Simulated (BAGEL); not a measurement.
# C3H6B− (SMILES [BH3-]C1C=C1) at B3LYP/6-31G(d) (density fitting with qzvpp-jkfit, spherical functions)

What is the energy change on altering one bond length of C3H6B− at B3LYP/6-31G* (density fitting with qzvpp-jkfit, spherical functions)? 

Program for the calculation: BAGEL 1.2.2.

## Step 1: The system as given

The species is C3H6B− (10 atoms), meant as a singlet with charge -1. As SMILES, `[BH3-]C1C=C1`. Geometry: relaxed at GFN2-xTB.

Bond lengths: B1–C2 1.628 Å, C2–C3 1.516 Å, C2–C4 1.516 Å, C3–C4 1.298 Å, B1–H5 1.229 Å, B1–H6 1.229 Å, B1–H7 1.228 Å, C2–H8 1.109 Å, C3–H9 1.070 Å, C4–H10 1.070 Å. Some angles: B1–C2–C3 124.0°, B1–C2–C4 124.2°, C3–C2–C4 50.7°, C2–C3–C4 64.7°, C2–C4–C3 64.6°, B1–C2–H8 115.8°, C3–C2–H8 113.2°, C4–C2–H8 113.2°, C2–B1–H5 109.7°, C2–B1–H6 109.6°.

## Step 2: A single-point energy at B3LYP/6-31G(d) (density fitting with qzvpp-jkfit, spherical functions)

dft.json

```json
{ "bagel" : [

{
  "title" : "molecule",
  "basis" : "6-31gs.json",
  "df_basis" : "qzvpp-jkfit",
  "angstrom" : true,
  "geometry" : [
    { "atom" : "B", "xyz" : [      -1.076770,       0.672890,      -0.527540 ] },
    { "atom" : "C", "xyz" : [      -0.112890,      -0.514120,       0.032550 ] },
    { "atom" : "C", "xyz" : [       0.926250,      -0.321210,       1.118730 ] },
    { "atom" : "C", "xyz" : [       1.398970,      -0.506280,      -0.076040 ] },
    { "atom" : "H", "xyz" : [      -1.387440,       0.438180,      -1.693660 ] },
    { "atom" : "H", "xyz" : [      -2.103130,       0.725060,       0.147380 ] },
    { "atom" : "H", "xyz" : [      -0.499300,       1.755200,      -0.470930 ] },
    { "atom" : "H", "xyz" : [      -0.546270,      -1.534550,       0.017800 ] },
    { "atom" : "H", "xyz" : [       1.135880,      -0.145260,       2.153590 ] },
    { "atom" : "H", "xyz" : [       2.264690,      -0.569920,      -0.701880 ] }
  ]
},

{
  "title" : "ks",
  "xc_func" : "b3lyp",
  "charge" : -1
},

{
  "title" : "print",
  "file" : "orbitals.molden",
  "orbitals" : true
}

]}
```

The basis set 6-31G* is read from a file made from the Basis Set Exchange's data (not shown).

On the command line:

```sh
$ BAGEL_NUM_THREADS=1 BAGEL dft.json > dft.out
```

What it wrote:

```text
* using 1 threads per process

  ===============================================================
  ===============================================================

  *** Geometry ***

  { "atom" : "B", "xyz" : [     -2.034800,      1.271578,     -0.996906 ] },
  { "atom" : "C", "xyz" : [     -0.213331,     -0.971546,      0.061511 ] },
  { "atom" : "C", "xyz" : [      1.750359,     -0.606999,      2.114093 ] },
  { "atom" : "C", "xyz" : [      2.643670,     -0.956731,     -0.143695 ] },
  { "atom" : "H", "xyz" : [     -2.621882,      0.828040,     -3.200554 ] },
  { "atom" : "H", "xyz" : [     -3.974340,      1.370165,      0.278508 ] },
  { "atom" : "H", "xyz" : [     -0.943540,      3.316847,     -0.889929 ] },
  { "atom" : "H", "xyz" : [     -1.032301,     -2.899879,      0.033637 ] },
  { "atom" : "H", "xyz" : [      2.146502,     -0.274502,      4.069695 ] },
  { "atom" : "H", "xyz" : [      4.279644,     -1.076993,     -1.326361 ] },

  Number of auxiliary basis functions:      408

  Since a DF basis is specified, we compute 2- and 3-index integrals:
    o Being stored without compression. Storage requirement is 0.015 GB

  Number of basis functions:       68
  Number of electrons      :       29

    * METHOD: MOLECULE                             0.13

  *** Kohn-Sham DFT ***

    * Removing 19092 points whose weight is below 1.00e-10
    * Grid points: 129968

  === Nuclear Repulsion ===
    99.5209822449

       - DIIS with orbital gradients will be used.

  === KS iteration (b3lyp / 6-31gs.json) ===
      0       -105.01092823          0.17605761           0.24
      1        -83.82342248          0.14819952           0.24
      2        -78.18618748          0.21499551           0.25
      3       -126.82425731          0.13154749           0.25
      4       -130.59087205          0.11113953           0.24
      5       -137.45437284          0.08425854           0.24
      6       -142.36440529          0.03024230           0.25
      7       -142.61244505          0.01301611           0.25
      8       -142.66305203          0.00427740           0.25
      9       -142.66942408          0.00060878           0.24
     10       -142.66950073          0.00051031           0.25
     11       -142.66957889          0.00015513           0.25
     12       -142.66958429          0.00008370           0.24
     13       -142.66958640          0.00000679           0.24
     14       -142.66958642          0.00000150           0.24
     15       -142.66958642          0.00000034           0.24
     16       -142.66958642          0.00000012           0.24
     17       -142.66958642          0.00000009           0.24
     18       -142.66958642          0.00000003           0.24
     19       -142.66958642          0.00000003           0.25
     20       -142.66958642          0.00000000           0.25
    * SCF iteration converged.

    * Permanent dipole moment:
           (   -2.042837,     1.260879,    -0.998684) a.u.

    * METHOD: KS                                   5.68

    * METHOD: PRINT                                0.01

  ===============================================================
```

Wall time 6 s (1 thread of Arm Neoverse V2, shared host); peak memory 0.4 GiB.

## Step 3: The distorted shape, same level

calc.json

```json
{ "bagel": [

{
  "title": "molecule",
  "basis": "6-31gs.json",
  "df_basis": "qzvpp-jkfit",
  "angstrom": "true",
  "geometry": [
    { "atom": "B", "xyz": [   -0.828242,    0.860652,    0.405326 ] },
    { "atom": "C", "xyz": [    0.135638,   -0.326358,    0.965416 ] },
    { "atom": "C", "xyz": [    1.174778,   -0.133448,    2.051596 ] },
    { "atom": "C", "xyz": [    1.647498,   -0.318518,    0.856826 ] },
    { "atom": "H", "xyz": [   -1.387440,    0.438180,   -1.693660 ] },
    { "atom": "H", "xyz": [   -1.854602,    0.912822,    1.080246 ] },
    { "atom": "H", "xyz": [   -0.250772,    1.942962,    0.461936 ] },
    { "atom": "H", "xyz": [   -0.297742,   -1.346788,    0.950666 ] },
    { "atom": "H", "xyz": [    1.384408,    0.042502,    3.086456 ] },
    { "atom": "H", "xyz": [    2.513218,   -0.382158,    0.230986 ] }
  ]
},
{
  "title": "ks",
  "xc_func": "b3lyp",
  "charge": -1
},
{
  "title": "print",
  "file": "orbitals.molden",
  "orbitals": "true"
}

]}
```

The basis set 6-31G* is read from a file made from the Basis Set Exchange's data (not shown).

On the command line:

```sh
$ BAGEL_NUM_THREADS=1 BAGEL calc.json > calc.out
```

What it wrote:

```text
* using 1 threads per process

  ===============================================================
  ===============================================================

  *** Geometry ***

  { "atom" : "B", "xyz" : [     -1.565151,      1.626397,      0.765955 ] },
  { "atom" : "C", "xyz" : [      0.256319,     -0.616727,      1.824372 ] },
  { "atom" : "C", "xyz" : [      2.220009,     -0.252180,      3.876955 ] },
  { "atom" : "C", "xyz" : [      3.113320,     -0.601912,      1.619166 ] },
  { "atom" : "H", "xyz" : [     -2.621882,      0.828040,     -3.200554 ] },
  { "atom" : "H", "xyz" : [     -3.504690,      1.724984,      2.041369 ] },
  { "atom" : "H", "xyz" : [     -0.473890,      3.671666,      0.872933 ] },
  { "atom" : "H", "xyz" : [     -0.562651,     -2.545060,      1.796498 ] },
  { "atom" : "H", "xyz" : [      2.616152,      0.080317,      5.832557 ] },
  { "atom" : "H", "xyz" : [      4.749294,     -0.722174,      0.436500 ] },

  Number of auxiliary basis functions:      408

  Since a DF basis is specified, we compute 2- and 3-index integrals:
    o Being stored without compression. Storage requirement is 0.015 GB

  Number of basis functions:       68
  Number of electrons      :       29

    * METHOD: MOLECULE                             0.13

  *** Kohn-Sham DFT ***

    * Removing 18238 points whose weight is below 1.00e-10
    * Grid points: 130822

  === Nuclear Repulsion ===
    97.6701761830

       - DIIS with orbital gradients will be used.

  === KS iteration (b3lyp / 6-31gs.json) ===
      0       -105.37965128          0.17542807           0.26
      1        -85.66931698          0.14484466           0.24
      2        -79.17311091          0.21422253           0.24
      3       -126.82122859          0.13349811           0.24
      4       -130.67891422          0.11245910           0.24
      5       -135.16441054          0.10939783           0.24
      6       -139.78995511          0.06917635           0.25
      7       -127.58905783          0.16487999           0.25
      8       -142.14999352          0.03222690           0.25
      9       -142.49741326          0.01450147           0.24
     10       -142.54871551          0.01040356           0.25
     11       -142.58670948          0.00393320           0.24
     12       -142.59207533          0.00136309           0.24
     13       -142.59272286          0.00036353           0.25
     14       -142.59276793          0.00011785           0.25
     15       -142.59277257          0.00002860           0.25
     16       -142.59277265          0.00002714           0.25
     17       -142.59277291          0.00000804           0.25
     18       -142.59277293          0.00000544           0.25
     19       -142.59277294          0.00000093           0.25
     20       -142.59277294          0.00000057           0.24
     21       -142.59277294          0.00000017           0.25
     22       -142.59277294          0.00000005           0.24
     23       -142.59277294          0.00000005           0.25
     24       -142.59277294          0.00000001           0.25
     25       -142.59277294          0.00000001           0.25
    * SCF iteration converged.

    * Permanent dipole moment:
           (   -2.565956,     1.104447,    -2.342652) a.u.

    * METHOD: KS                                   6.96

    * METHOD: PRINT                                0.01

  ===============================================================
```

Run time: 7.5 s. Hardware: 1 thread of Arm Neoverse V2, shared host; peak memory 0.4 GiB.

## Step 4: Results

At B3LYP/6-31G* (density fitting with qzvpp-jkfit, spherical functions):

| quantity | value |
| --- | --- |
| first shape: total energy | -142.66959 Eh |
| first shape: HOMO energy | -0.39 eV |
| first shape: LUMO energy | 5.39 eV |
| first shape: HOMO–LUMO gap (to an unbound level, set by the basis) | 5.78 eV |
| distorted shape: total energy | -142.59277 Eh |
| distorted shape: HOMO energy | 0.46 eV |
| distorted shape: LUMO energy | 4.74 eV |
| distorted shape: HOMO–LUMO gap (to an unbound level, set by the basis) | 4.27 eV |
| energy change with the B1–H5 bond stretched from 1.229 to 2.213 Å | 2.090 eV |

**Reading.** With the B1–H5 bond stretched from 1.229 to 2.213 Å the energy rises by 2.09 eV (48 kcal/mol). The first shape isn't relaxed at this level, so the change isn't measured from a minimum. The HOMO (distorted shape) lies at positive energy, 0.46 eV; only total energies tell whether the electron is bound.
